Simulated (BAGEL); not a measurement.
**HF/3-21G (density fitting with cc-pvqz-jkfit) run of C3H12AlN (SMILES C[N+](C)(C)[AlH3-])**

What is the vertical ionisation energy of C3H12AlN at HF/3-21G (density fitting with cc-pvqz-jkfit)? 

The calculation is run with BAGEL 1.2.2.

2 further runs of the same task are left out: 2 set aside as unsound or not needed.

**1. Starting point**

The species is C3H12AlN (17 atoms), meant as a singlet with charge 0. SMILES: `C[N+](C)(C)[AlH3-]`. The coordinates come from a PBE0-D4/def2-TZVP relaxation.

Bond lengths: C1–N2 1.467 Å, N2–C3 1.467 Å, N2–C4 1.467 Å, N2–Al5 2.053 Å, C1–H6 1.090 Å, C1–H7 1.096 Å, C1–H8 1.090 Å, C3–H9 1.090 Å, C3–H10 1.090 Å, C3–H11 1.096 Å, C4–H12 1.090 Å, C4–H13 1.096 Å, C4–H14 1.090 Å, Al5–H15 1.606 Å, Al5–H16 1.606 Å, Al5–H17 1.606 Å. Some angles: C1–N2–C3 110.1°, C1–N2–C4 110.1°, C1–N2–Al5 108.8°, C3–N2–C4 110.1°, C3–N2–Al5 108.8°, C4–N2–Al5 108.8°, N2–C1–H6 109.2°, N2–C1–H7 110.6°, N2–C1–H8 109.2°, N2–C3–H9 109.2°.

**2. The energy at HF/3-21G (density fitting with cc-pvqz-jkfit)**

input.json reads:

```json
{ "bagel" : [

{
  "title" : "molecule",
  "basis" : "3-21g",
  "df_basis" : "cc-pvqz-jkfit",
  "angstrom" : true,
  "geometry" : [
    { "atom" : "C", "xyz" : [      -0.410030,       0.333490,      -1.422360 ] },
    { "atom" : "N", "xyz" : [       0.091540,      -0.040900,      -0.095470 ] },
    { "atom" : "C", "xyz" : [       1.374430,       0.621560,       0.164800 ] },
    { "atom" : "C", "xyz" : [       0.248370,      -1.496930,      -0.007280 ] },
    { "atom" : "Al", "xyz" : [      -1.266110,       0.565730,       1.320390 ] },
    { "atom" : "H", "xyz" : [      -0.544290,       1.414480,      -1.463590 ] },
    { "atom" : "H", "xyz" : [       0.293440,       0.022320,      -2.203250 ] },
    { "atom" : "H", "xyz" : [      -1.374660,      -0.145770,      -1.589950 ] },
    { "atom" : "H", "xyz" : [       1.721230,       0.353090,       1.162760 ] },
    { "atom" : "H", "xyz" : [       1.236220,       1.701960,       0.121050 ] },
    { "atom" : "H", "xyz" : [       2.123090,       0.318450,      -0.576240 ] },
    { "atom" : "H", "xyz" : [       0.596680,      -1.760740,       0.991400 ] },
    { "atom" : "H", "xyz" : [       0.969260,      -1.853650,      -0.751970 ] },
    { "atom" : "H", "xyz" : [      -0.717070,      -1.973220,      -0.178530 ] },
    { "atom" : "H", "xyz" : [      -1.270920,       2.146180,       1.036030 ] },
    { "atom" : "H", "xyz" : [      -2.552060,      -0.268800,       0.842230 ] },
    { "atom" : "H", "xyz" : [      -0.519120,       0.062750,       2.649950 ] }
  ]
},

{
  "title" : "hf"
},

{
  "title" : "print",
  "file" : "orbitals.molden",
  "orbitals" : true
}

]}
```

Command:

```sh
BAGEL_NUM_THREADS=1 BAGEL input.json > input.out
```

The program printed:

```text
* using 1 threads per process

  ===============================================================
  ===============================================================

  *** Geometry ***

  { "atom" : "C", "xyz" : [     -0.774844,      0.630205,     -2.687871 ] },
  { "atom" : "N", "xyz" : [      0.172986,     -0.077290,     -0.180412 ] },
  { "atom" : "C", "xyz" : [      2.597296,      1.174578,      0.311427 ] },
  { "atom" : "C", "xyz" : [      0.469351,     -2.828788,     -0.013757 ] },
  { "atom" : "Al", "xyz" : [     -2.392601,      1.069075,      2.495175 ] },
  { "atom" : "H", "xyz" : [     -1.028559,      2.672980,     -2.765784 ] },
  { "atom" : "H", "xyz" : [      0.554521,      0.042179,     -4.163539 ] },
  { "atom" : "H", "xyz" : [     -2.597731,     -0.275465,     -3.004570 ] },
  { "atom" : "H", "xyz" : [      3.252653,      0.667243,      2.197298 ] },
  { "atom" : "H", "xyz" : [      2.336117,      3.216238,      0.228751 ] },
  { "atom" : "H", "xyz" : [      4.012059,      0.601783,     -1.088936 ] },
  { "atom" : "H", "xyz" : [      1.127562,     -3.327316,      1.873474 ] },
  { "atom" : "H", "xyz" : [      1.831636,     -3.502891,     -1.421017 ] },
  { "atom" : "H", "xyz" : [     -1.355066,     -3.728845,     -0.337373 ] },
  { "atom" : "H", "xyz" : [     -2.401691,      4.055692,      1.957813 ] },
  { "atom" : "H", "xyz" : [     -4.822694,     -0.507958,      1.591584 ] },
  { "atom" : "H", "xyz" : [     -0.980995,      0.118580,      5.007680 ] },

  Number of auxiliary basis functions:     1184

  Since a DF basis is specified, we compute 2- and 3-index integrals:
    o Being stored without compression. Storage requirement is 0.050 GB

  Number of basis functions:       73
  Number of electrons      :       50

    * METHOD: MOLECULE                             0.99

  *** RHF ***

  === Nuclear Repulsion ===
   253.5002348810

      * DIIS with orbital gradients will be used.

  === RHF iteration (3-21g) ===
      0       -414.58013305          0.01223044           0.14
      1       -414.65311658          0.00298695           0.13
      2       -414.65797447          0.00160388           0.13
      3       -414.65896687          0.00016004           0.13
      4       -414.65898679          0.00005305           0.14
      5       -414.65898897          0.00000967           0.14
      6       -414.65898909          0.00000210           0.14
      7       -414.65898910          0.00000038           0.14
      8       -414.65898910          0.00000006           0.14
      9       -414.65898910          0.00000002           0.13
     10       -414.65898910          0.00000000           0.13
    * SCF iteration converged.

    * Permanent dipole moment:
           (   -1.485134,     0.663565,     1.548796) a.u.

    * METHOD: HF                                   1.76

    * METHOD: PRINT                                0.01

  ===============================================================
```

Wall time 2.9 s (1 thread of AMD EPYC 9R45 (Zen 5), shared host); peak memory 0.23 GiB.

**3. The doublet cation, same level**

Edit input.json of step 2 so:

```diff
@@ -28,11 +28,5 @@
 
-{
-  "title" : "hf"
-},
+{ "title" : "uhf", "charge" : 1, "nopen" : 1 },
 
-{
-  "title" : "print",
-  "file" : "orbitals.molden",
-  "orbitals" : true
-}
+{ "title" : "print", "file" : "orbitals.molden", "orbitals" : true }
```

Command:

```sh
BAGEL_NUM_THREADS=1 BAGEL input.json > input.out
```

The program printed:

```text
* using 1 threads per process

  ===============================================================
  ===============================================================

  *** Geometry ***

  { "atom" : "C", "xyz" : [     -0.774844,      0.630205,     -2.687871 ] },
  { "atom" : "N", "xyz" : [      0.172986,     -0.077290,     -0.180412 ] },
  { "atom" : "C", "xyz" : [      2.597296,      1.174578,      0.311427 ] },
  { "atom" : "C", "xyz" : [      0.469351,     -2.828788,     -0.013757 ] },
  { "atom" : "Al", "xyz" : [     -2.392601,      1.069075,      2.495175 ] },
  { "atom" : "H", "xyz" : [     -1.028559,      2.672980,     -2.765784 ] },
  { "atom" : "H", "xyz" : [      0.554521,      0.042179,     -4.163539 ] },
  { "atom" : "H", "xyz" : [     -2.597731,     -0.275465,     -3.004570 ] },
  { "atom" : "H", "xyz" : [      3.252653,      0.667243,      2.197298 ] },
  { "atom" : "H", "xyz" : [      2.336117,      3.216238,      0.228751 ] },
  { "atom" : "H", "xyz" : [      4.012059,      0.601783,     -1.088936 ] },
  { "atom" : "H", "xyz" : [      1.127562,     -3.327316,      1.873474 ] },
  { "atom" : "H", "xyz" : [      1.831636,     -3.502891,     -1.421017 ] },
  { "atom" : "H", "xyz" : [     -1.355066,     -3.728845,     -0.337373 ] },
  { "atom" : "H", "xyz" : [     -2.401691,      4.055692,      1.957813 ] },
  { "atom" : "H", "xyz" : [     -4.822694,     -0.507958,      1.591584 ] },
  { "atom" : "H", "xyz" : [     -0.980995,      0.118580,      5.007680 ] },

  Number of auxiliary basis functions:     1184

  Since a DF basis is specified, we compute 2- and 3-index integrals:
    o Being stored without compression. Storage requirement is 0.050 GB

  Number of basis functions:       73
  Number of electrons      :       50

    * METHOD: MOLECULE                             0.97

  *** Open-shell HF ***

  === Nuclear Repulsion ===
   253.5002348810

      * DIIS with orbital gradients will be used.

  === UHF iteration (3-21g) ===
      0       -414.21755322          0.02384856           0.26
      1       -414.31014746          0.00600924           0.25
      2       -414.32009120          0.00275482           0.25
      3       -414.32239669          0.00139254           0.26
      4       -414.32350993          0.00063844           0.26
      5       -414.32391793          0.00031221           0.26
      6       -414.32400604          0.00013962           0.26
      7       -414.32404293          0.00009510           0.26
      8       -414.32407151          0.00008517           0.26
      9       -414.32407757          0.00008535           0.25
     10       -414.32406252          0.00008496           0.26
     11       -414.32406576          0.00008723           0.26
     12       -414.32405526          0.00008432           0.26
     13       -414.32406226          0.00008325           0.26
     14       -414.32407808          0.00008289           0.26
     15       -414.32409571          0.00008136           0.26
     16       -414.32429577          0.00008952           0.26
     17       -414.32430785          0.00007582           0.26
     18       -414.32435812          0.00007732           0.26
     19       -414.32432179          0.00008619           0.26
     20       -414.32436240          0.00008847           0.26
     21       -414.32436563          0.00003398           0.26
     22       -414.32436946          0.00003455           0.26
     23       -414.32437337          0.00001483           0.26
     24       -414.32437355          0.00000887           0.26
     25       -414.32437361          0.00000112           0.26
     26       -414.32437363          0.00000051           0.26
     27       -414.32437363          0.00000024           0.26
     28       -414.32437363          0.00000007           0.26
     29       -414.32437363          0.00000004           0.26
     30       -414.32437363          0.00000004           0.26
     31       -414.32437363          0.00000003           0.26
     32       -414.32437363          0.00000002           0.26
     33       -414.32437363          0.00000000           0.26
    * SCF iteration converged.

    * S^2 (UHF) is 0.7722

    * Permanent dipole moment:
           (   -0.216736,     0.200643,    -1.067958) a.u.

    * METHOD: UHF                                  9.04

    * METHOD: PRINT                                0.01

  ===============================================================
```

Wall time 10 s (1 thread of AMD EPYC 9R45 (Zen 5), shared host); peak memory 0.23 GiB.

**4. Outcome**

Level: HF/3-21G (density fitting with cc-pvqz-jkfit).

```
                                          quantity          value
                    singlet C3H12AlN: total energy  -414.65899 Eh
                   singlet C3H12AlN: dipole moment         5.71 D
                     singlet C3H12AlN: HOMO energy      -10.24 eV
                     singlet C3H12AlN: LUMO energy        4.02 eV
                   singlet C3H12AlN: HOMO–LUMO gap       14.26 eV
                      doublet cation: total energy  -414.32437 Eh
                              doublet cation: ⟨S²⟩          0.772
vertical ionisation energy (to the doublet cation)       9.105 eV
```

Removing an electron at fixed nuclei costs 9.11 eV (210 kcal/mol). −ε(HOMO) before ionisation, 10.24 eV, is 1.14 eV above this ionisation energy.
